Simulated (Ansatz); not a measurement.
# CH6GeS: small, medium and large basis sets

An exercise on one series of results from a longer session: the logs are not shown, and one member is left open.

Program: Ansatz 0.2.0, Gaussian basis. Level of theory: one geometry, several basis sets. These are calculated values, not measurements.

Plan: PBE0-D4/def2-SVP; ωB97M-V/def2-SVP; PBE0-D4/def2-QZVPP; ωB97M-V/def2-QZVPP; the functionals' def2-TZVPP values are taken from earlier runs.

**The geometry**

An earlier PBE0-D4 in a triple-zeta def2 set relaxation fixed the geometry.

SMILES `C[S][GeH3]`, 9 atoms, charge 0, spin multiplicity 1.

Atoms are counted from 1 here; the program's logs count them from 0.

Bond lengths: C1–S2 1.813 Å, C1–H4 1.090 Å, C1–H5 1.090 Å, C1–H6 1.090 Å, S2–Ge3 2.212 Å, Ge3–H7 1.533 Å, Ge3–H8 1.540 Å, Ge3–H9 1.540 Å. Angles: S2–C1–H4 111.3°, S2–C1–H5 106.7°, S2–C1–H6 111.3°, H4–C1–H5 108.7°, H4–C1–H6 109.9°, H5–C1–H6 108.7°, C1–S2–Ge3 99.2°, S2–Ge3–H7 106.6°, S2–Ge3–H8 109.9°, S2–Ge3–H9 109.9°, H7–Ge3–H8 110.8°, H7–Ge3–H9 110.7°, H8–Ge3–H9 108.9°.

The first run:

in.yaml

```yaml
crystal:
  periodic: [false, false, false]
  atoms:
    - {symbol: C, position_ang: [-0.731374, 1.034642, -0.884754]}
    - {symbol: S, position_ang: [0.995766, 0.493006, -0.775129]}
    - {symbol: Ge, position_ang: [0.793176, -1.010543, 0.834397]}
    - {symbol: H, position_ang: [-1.388404, 0.211200, -1.166278]}
    - {symbol: H, position_ang: [-0.771957, 1.796305, -1.663420]}
    - {symbol: H, position_ang: [-1.069498, 1.475295, 0.053594]}
    - {symbol: H, position_ang: [2.192063, -1.592928, 1.068449]}
    - {symbol: H, position_ang: [-0.191287, -2.112648, 0.401623]}
    - {symbol: H, position_ang: [0.260013, -0.340729, 2.114318]}
basis:
  gaussian: {orbitals: def2-SVP}
hamiltonian: {xc: pbe0, dispersion: d4}
output: {orbitals: {seedname: orbitals}}
```

Among the steps run: PBE0-D4 in def2-SVP; ωB97M-V in def2-SVP; PBE0-D4 in def2-QZVPP; ωB97M-V in def2-QZVPP.

One of the session's tables, all rows but one given; the rest of the session is left out.

It belongs to the step «Functionals by basis». 

```
functional       basis  HOMO (eV)  LUMO (eV)
   PBE0-D4    def2-SVP          ?          ?
   PBE0-D4  def2-TZVPP      -6.77       0.14
   PBE0-D4  def2-QZVPP      -6.79      -0.08
   ωB97M-V    def2-SVP      -8.83       2.37
   ωB97M-V  def2-TZVPP      -8.96       1.94
   ωB97M-V  def2-QZVPP      -8.98       1.46
```

Estimate the missing values for PBE0-D4, def2-SVP.

As computed: HOMO (eV): -6.67; LUMO (eV): 0.45. In the column «HOMO (eV)» it is the highest.
